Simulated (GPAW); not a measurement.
Al2O3:

```
Al O
1.0
     2.38025    1.37424    4.33187
    -2.38025    1.37424    4.33187
     0.00000   -2.74848    4.33187
Al O
4 6
Direct
  0.35216 0.35216 0.35216
  0.14784 0.14784 0.14784
  0.64784 0.64784 0.64784
  0.85216 0.85216 0.85216
  0.55668 0.94332 0.25000
  0.25000 0.55668 0.94332
  0.94332 0.25000 0.55668
  0.44332 0.05668 0.75000
  0.75000 0.44332 0.05668
  0.05668 0.75000 0.44332
```

Program: GPAW 26.7.0. Alike in all runs: no spin polarisation; cell as given; k mesh 4 × 4 × 4; cutoff (eV) 800; smearing fermi-dirac 0.05 eV.

Order these runs on this cell by their band gap on the k mesh, lowest first.
A. level TB-mBJ; potentials or basis GPAW PAW data sets for LDA (gpaw-data 1.2.1), pw
B. level LDA; potentials or basis the program's PAW data sets (release 1.2.1) made for this functional, pw; band path GLB1,BZGX,QFP1Z,LP; band points 100
C. level GLLB-SC; potentials or basis the program's PAW data sets (release 1.2.1) made for this functional, pw

B (6.17 eV), C (7.21 eV), A (8.19 eV).

Caveats: a model potential gives levels but no total energy (some runs).

A k mesh can miss the band edges.

Not every run made on this cell is shown here.
